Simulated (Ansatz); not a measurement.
# C2H10OSi2: the cost of one run

All numbers below are computed with Ansatz 0.2.0 (RKS B3LYP-D4/def2-SVP).

### 1 The structure to begin with

Bond lengths: C1–Si2 1.826 Å, Si2–O3 1.640 Å, O3–C4 1.446 Å, C4–Si5 1.854 Å, C1–H6 1.080 Å, C1–H7 1.057 Å, C1–H8 1.142 Å, Si2–H9 1.513 Å, Si2–H10 1.458 Å, C4–H11 1.084 Å, C4–H12 1.143 Å, Si5–H13 1.455 Å, Si5–H14 1.455 Å, Si5–H15 1.468 Å. Angles (14 of 25 angles, heavy atoms first): C1–Si2–O3 110.7°, Si2–O3–C4 124.3°, O3–C4–Si5 121.3°, C1–Si2–H9 110.3°, C1–Si2–H10 110.4°, O3–Si2–H9 108.3°, O3–Si2–H10 107.8°, Si2–C1–H6 112.9°, Si2–C1–H7 113.0°, Si2–C1–H8 107.1°, O3–C4–H11 106.5°, O3–C4–H12 104.8°, Si5–C4–H11 111.7°, Si5–C4–H12 109.1°.

As a file:

```xyz
15

C    -2.1548    0.5775    1.3000
Si   -0.7085    1.2173    0.3876
O     0.6269    0.3261    0.7200
C     0.9707   -0.9073    0.0472
Si    1.9894   -0.9077   -1.5013
H    -2.0595    0.6878    2.3705
H    -2.4052   -0.4137    1.0332
H    -3.0414    1.2456    1.0335
H    -0.4332    2.6519    0.7803
H    -0.9423    1.1496   -1.0495
H     1.3894   -1.5628    0.8024
H    -0.0321   -1.4141   -0.1642
H     3.2832   -0.3167   -1.1967
H     2.1354   -2.2758   -1.9737
H     1.3603   -0.1084   -2.5600
```

### 2 Relaxing end A

input.yaml

```yaml
crystal:
  periodic: [false, false, false]
  atoms:
    - { symbol: C, position_ang: [-2.1548, 0.5775, 1.3] }
    - { symbol: Si, position_ang: [-0.7085, 1.2173, 0.3876] }
    - { symbol: O, position_ang: [0.6269, 0.3261, 0.72] }
    - { symbol: C, position_ang: [0.9707, -0.9073, 0.0472] }
    - { symbol: Si, position_ang: [1.9894, -0.9077, -1.5013] }
    - { symbol: H, position_ang: [-2.0595, 0.6878, 2.3705] }
    - { symbol: H, position_ang: [-2.4052, -0.4137, 1.0332] }
    - { symbol: H, position_ang: [-3.0414, 1.2456, 1.0335] }
    - { symbol: H, position_ang: [-0.4332, 2.6519, 0.7803] }
    - { symbol: H, position_ang: [-0.9423, 1.1496, -1.0495] }
    - { symbol: H, position_ang: [1.3894, -1.5628, 0.8024] }
    - { symbol: H, position_ang: [-0.0321, -1.4141, -0.1642] }
    - { symbol: H, position_ang: [3.2832, -0.3167, -1.1967] }
    - { symbol: H, position_ang: [2.1354, -2.2758, -1.9737] }
    - { symbol: H, position_ang: [1.3603, -0.1084, -2.56] }
basis:
  gaussian: { orbitals: def2-SVP }
hamiltonian:
  xc: b3lyp
  dispersion: d4
relax:
  f_tol: 0.015
  max_steps: 40
```

Command:

```console
ansatz run input.yaml --threads 2 --pin off --max-ram 3072MiB --backend cpu --events-out ev --progress --plain --runs-dir out
```

Q: Estimate wall time and peak memory on 2 threads of Intel Xeon Platinum 8488C (Sapphire Rapids), shared host.

About 89 s, with a peak of 0.33 GiB.
